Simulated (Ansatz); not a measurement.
# CSiZn: one structure at several levels

The task here is to estimate one member of a computed series from the others.

Method: single points in def2-TZVPP; program: Ansatz 0.2.0, Gaussian basis.

Cores are frozen in the correlated methods. The 3s and 3p shells of Cu and Zn are frozen; filled d shells are correlated.

### Starting geometry

SMILES `[C]1#[Si][Zn]1`, 3 atoms, charge 0, spin multiplicity 1.

Atoms are counted from 1 here; the program's logs count them from 0.

Bond lengths: C1–Si2 1.811 Å, C1–Zn3 2.060 Å, Si2–Zn3 2.627 Å. Angles: Si2–C1–Zn3 85.2°, C1–Si2–Zn3 51.4°, C1–Zn3–Si2 43.4°.

Coordinates:

```xyz
3

C     0.3571    0.9129    0.3321
Si   -1.1178    0.3786   -0.5734
Zn    0.8612   -1.0845    0.3441
```

Set-up of the first run:

Contents of run/in.yaml:

```yaml
crystal:
  periodic: [false, false, false]
  atoms:
    - {symbol: C, position_ang: [0.357100, 0.912900, 0.332100]}
    - {symbol: Si, position_ang: [-1.117800, 0.378600, -0.573400]}
    - {symbol: Zn, position_ang: [0.861200, -1.084500, 0.344100]}
basis:
  gaussian: {orbitals: def2-TZVPP}
correlation: {method: ccsd_t, frozen_orbitals: {C: 1, Si: 5, Zn: 9}}
output: {forces: true}
```

The command line of these runs was not kept.

Among the steps run: CCSD(T)/def2-TZVPP; PBE0-D4/def2-TZVPP; wB97M-V/def2-TZVPP; r2SCAN-D4/def2-TZVPP; PBE-D4/def2-TZVPP; HSE06-D4/def2-TZVPP; CAM-B3LYP-D4/def2-TZVPP.

One of the session's tables, all rows but one given; the rest of the session is left out.

```
      method  RMS force component (eV/Å)  angle to CCSD(T) forces (°)  dipole (D)
     CCSD(T)                       1.049                    reference        4.45
     PBE0-D4                       1.186                          2.8        4.70
     wB97M-V                       1.247                          8.3        4.72
   r2SCAN-D4                       1.249                          2.7        4.47
      PBE-D4                       1.060                          2.9        4.20
    HSE06-D4                       1.174                          2.5        4.71
CAM-B3LYP-D4                           ?                            ?           ?
```

Estimate the missing values for CAM-B3LYP-D4.

The run gave: RMS force component (eV/Å): 1.275; angle to CCSD(T) forces (°): 8.8; dipole (D): 4.55. In the column «RMS force component (eV/Å)» it is the highest.
